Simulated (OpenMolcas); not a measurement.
**GeH2O2 (SMILES [OH][Ge][OH]) at 6 levels**

Wanted: a comparison of 6 runs (HF/3-21G, HF/def2-SVPD, B3LYP/6-31G*, TPSS/def2-SVPD, CCSD(T)/def2-SVPD) of GeH2O2. 

The calculation is run with OpenMolcas 26.06.

**1. The system as given**

The species is GeH2O2 (5 atoms), meant as a singlet with charge 0. SMILES: `[OH][Ge][OH]`. One bond was lengthened or shortened from a relaxed shape.

Bond lengths: O1–Ge2 1.790 Å, Ge2–O3 1.790 Å, O1–H4 0.961 Å, O3–H5 1.105 Å. Angles: O1–Ge2–O3 102.4°, Ge2–O1–H4 118.8°, Ge2–O3–H5 118.8°.

**2. A single-point energy at HF/3-21G (run 1)**

File job.input:

```
>>> EXPORT MOLCAS_PRINT=2

&gateway
 baslib
 $CurrDir
 basisset
 O.3-21G....
 O1 -1.353672 -0.197801 -0.272710 angstrom
 O3 1.269228 -0.240601 0.674890 angstrom
 End of Basis
 basisset
 Ge.3-21G....
 Ge2 -0.329072 -0.994101 0.959990 angstrom
 End of Basis
 basisset
 H.3-21G....
 H4 -0.953572 0.452499 -0.856810 angstrom
 H5 1.366400 0.513200 -0.127900 angstrom
 End of Basis

&seward

&scf
 thresholds
 1e-10 1e-07 1e-07 1e-05
 prorbitals
 1 2
```

The basis set 3-21G is read from a file made from the Basis Set Exchange's data (not shown).

Started as:

```console
$ export MOLCAS_MEM=1860
$ pymolcas job.input > job.log
```

What it wrote:

```text
--- Start Module: gateway ---
[...]
--- Stop Module: gateway /rc=_RC_ALL_IS_WELL_ ---
--- Start Module: seward ---
[...]
      Basis functions           44
--- Stop Module: seward /rc=_RC_ALL_IS_WELL_ ---
--- Start Module: scf ---
[...]
       Convergence after  13 Iterations
[...]
::    Total SCF energy                              -2215.4455013499
[...]
      Total spin, S                                     0.0000000000
[...]
      Total electronic charge=   50.000000
      Total            charge=   -0.000000
[...]
      Dipole Moment (debye):
      Origin of the operator (angstrom)=   -0.2340   -0.7368    0.7079
                   X=  5.3439E-01               Y=  1.5517E+00               Z= -1.5420E+00           Total=  2.2519E+00
      Quadrupole Moment (debye*angstrom):
[...]
--- Stop Module: scf /rc=_RC_ALL_IS_WELL_ ---
[...]
```

Run time: 1.6 s. Hardware: 1 thread of Arm Neoverse V2, shared host; peak memory 0.38 GiB.

**3. The energy at HF/def2-SVPD (run 2)**

File geom.xyz:

```xyz
5

O     -1.353672    -0.197801    -0.272710
Ge    -0.329072    -0.994101     0.959990
O      1.269228    -0.240601     0.674890
H     -0.953572     0.452499    -0.856810
H      1.366400     0.513200    -0.127900
```

File run.input:

```
&gateway
baslib = $CurrDir
coord = geom.xyz
basis = def2-SVPD
group = NoSym
&seward
&scf
thresholds = 1e-10 1e-07 1e-07 1e-05
prorbitals = 1 2
```

The basis set def2-SVPD is read from a file made from the Basis Set Exchange's data (not shown).

Started as:

```console
$ export MOLCAS_MEM=1860
$ pymolcas run.input > run.log
```

What it wrote:

```text
--- Start Module: gateway ---
[...]
--- Stop Module: gateway /rc=_RC_ALL_IS_WELL_ ---
--- Start Module: seward ---
[...]
      Basis functions          100
--- Stop Module: seward /rc=_RC_ALL_IS_WELL_ ---
[...]
--- Start Module: scf ---
[...]
       Convergence after  14 Iterations
[...]
::    Total SCF energy                              -2225.9141968280
[...]
      Total spin, S                                     0.0000000000
[...]
      Total electronic charge=   50.000000
      Total            charge=   -0.000000
[...]
      Dipole Moment (debye):
      Origin of the operator (angstrom)=   -0.2340   -0.7368    0.7079
                   X=  4.2236E-01               Y=  1.1520E+00               Z= -1.1366E+00           Total=  1.6726E+00
      Quadrupole Moment (debye*angstrom):
[...]
--- Stop Module: scf /rc=_RC_ALL_IS_WELL_ ---
[...]
```

It took 8.4 s on 1 thread of Arm Neoverse V2, shared host; peak memory 0.56 GiB.

Run 3 isn't shown in full; the table further down has it.

**4. A single-point energy at B3LYP/6-31G(d) (Cartesian functions) (run 4)**

File input.xyz:

```xyz
5

O     -1.353672    -0.197801    -0.272710
Ge    -0.329072    -0.994101     0.959990
O      1.269228    -0.240601     0.674890
H     -0.953572     0.452499    -0.856810
H      1.366400     0.513200    -0.127900
```

File run.input:

```
* GeH2O2 Kohn-Sham DFT

&GATEWAY
  BasLib
  $CurrDir
  Coord
  input.xyz
  Basis
  6-31Gs
  Group
  NoSym

&SEWARD
  GridInput
  Grid=UltraFine
  End of Grid

&SCF
  KSDFT
  B3LYP
  Thresholds
  1e-10 1e-07 1e-07 1e-05
  PrOrbitals
  1 1
```

The basis set 6-31G* is read from a file made from the Basis Set Exchange's data (not shown).

Started as:

```console
$ export MOLCAS_MEM=1860
$ pymolcas run.input > run.log
```

What it wrote:

```text
--- Start Module: gateway ---
[...]
--- Stop Module: gateway /rc=_RC_ALL_IS_WELL_ ---
--- Start Module: seward ---
[...]
      Basis functions           69
--- Stop Module: seward /rc=_RC_ALL_IS_WELL_ ---
[...]
--- Start Module: scf ---
[...]
       Convergence after  15 Iterations
[...]
::    Total KS-DFT energy                           -2228.4412116034
[...]
      Total spin, S                                     0.0000000000
[...]
      Total electronic charge=   50.000000
      Total            charge=   -0.000000
[...]
      Dipole Moment (debye):
      Origin of the operator (angstrom)=   -0.2340   -0.7368    0.7079
                   X=  5.0279E-01               Y=  1.3938E+00               Z= -1.3768E+00           Total=  2.0227E+00
      Quadrupole Moment (debye*angstrom):
[...]
--- Stop Module: scf /rc=_RC_ALL_IS_WELL_ ---
[...]
```

Run time: 11 s. Hardware: 1 thread of Arm Neoverse V2, shared host; peak memory 0.41 GiB.

Run 5 isn't shown in full; the table further down has it.

**5. A single-point energy at CCSD(T)/def2-SVPD (Cholesky decomposition) (run 6)**

File mol.xyz:

```xyz
5

O     -1.353672    -0.197801    -0.272710
Ge    -0.329072    -0.994101     0.959990
O      1.269228    -0.240601     0.674890
H     -0.953572     0.452499    -0.856810
H      1.366400     0.513200    -0.127900
```

File test.input:

```
&GATEWAY
  BASLIB=$CurrDir
  COORD=mol.xyz
  BASIS=def2-SVPD
  GROUP=NoSym

&SEWARD
  HIGH

&SCF
  THRESHOLDS=1e-10 1e-07 1e-07 1e-05
  PRORBITALS=1 2

&CHCC
  FROZEN=11
  THRESHOLD=1e-08
  MAXITERATIONS=80

&CHT3
  FROZEN=11
```

The basis set def2-SVPD is read from a file made from the Basis Set Exchange's data (not shown).

Started as:

```console
$ export MOLCAS_MEM=1860
$ pymolcas test.input > test.log
```

What it wrote:

```text
--- Start Module: gateway ---
[...]
--- Stop Module: gateway /rc=_RC_ALL_IS_WELL_ ---
[...]
      Basis functions          100
[...]
       Convergence after  15 Iterations
[...]
::    Total SCF energy                              -2225.9141967532
[...]
      Total spin, S                                     0.0000000000
[...]
      Total electronic charge=   50.000000
      Total            charge=   -0.000000
[...]
      Dipole Moment (debye):
      Origin of the operator (angstrom)=   -0.2340   -0.7368    0.7079
                   X=  4.2236E-01               Y=  1.1520E+00               Z= -1.1366E+00           Total=  1.6726E+00
      Quadrupole Moment (debye*angstrom):
[...]
--- Start Module: chcc ---
[...]
--- Stop Module: chcc /rc=_RC_ALL_IS_WELL_ ---
[...]
--- Start Module: cht3 ---
[...]
--- Stop Module: cht3 /rc=_RC_ALL_IS_WELL_ ---
[...]
```

Run time: 3.4 min. Hardware: 1 thread of Arm Neoverse V2, shared host; peak memory 0.17 GiB.

**6. All runs side by side**

| run | level | integration grid | Cartesian functions | energy (Eh) | dipole moment (D) of the reference | HOMO energy (eV) | LUMO energy (eV) | wall time |
| --- | --- | --- | --- | --- | --- | --- | --- | --- |
| 1 | HF/3-21G | – | no | -2215.445501 | 2.25 | -9.96 | 1.77 | 1.6 s |
| 2 | HF/def2-SVPD | – | no | -2225.914197 | 1.67 | -10.46 | 1.41 | 8.4 s |
| 3 | B3LYP/6-31G* (spherical functions) | UltraFine | no | -2228.432539 | 2.04 | -7.61 | -1.54 | 10 s |
| 4 | B3LYP/6-31G* (Cartesian functions) | UltraFine | yes | -2228.441212 | 2.02 | -7.60 | -1.54 | 11 s |
| 5 | TPSS/def2-SVPD | UltraFine | no | -2228.321402 | 1.55 | -6.96 | -2.34 | 35 s |
| 6 | CCSD(T)/def2-SVPD (Cholesky decomposition) | – | no | -2226.563711 | 1.67 | -10.46 | 1.41 | 3.4 min |

**7. What came out**

| quantity | value |
| --- | --- |
| run 6: total energy | -2226.56371 Eh |
| run 6: dipole moment (mean-field density) | 1.67 D |
| run 6: HOMO energy (Hartree–Fock orbitals) | -10.46 eV |
| run 6: LUMO energy (Hartree–Fock orbitals) | 1.41 eV |
| run 6: HOMO–LUMO gap (Hartree–Fock orbitals) | 11.87 eV |
| run 6: correlation energy (11 core orbitals frozen) | -649.5 mEh |
| run 6: (T) correction | -20.58 mEh |

In words: Over runs 1, 2, 3, 4, 5 the dipole moment (its size) runs from 1.55 D (TPSS/def2-SVPD) to 2.25 D (HF/3-21G). The two ends differ in method and basis. Over runs 1, 2, 3, 4, 5 the HOMO–LUMO gap runs from 4.63 eV (TPSS/def2-SVPD) to 11.87 eV (HF/def2-SVPD). Exact exchange widens orbital gaps. Totals of different functionals can't be ranked against each other. All runs together took 4.5 min, the longest 3.4 min.
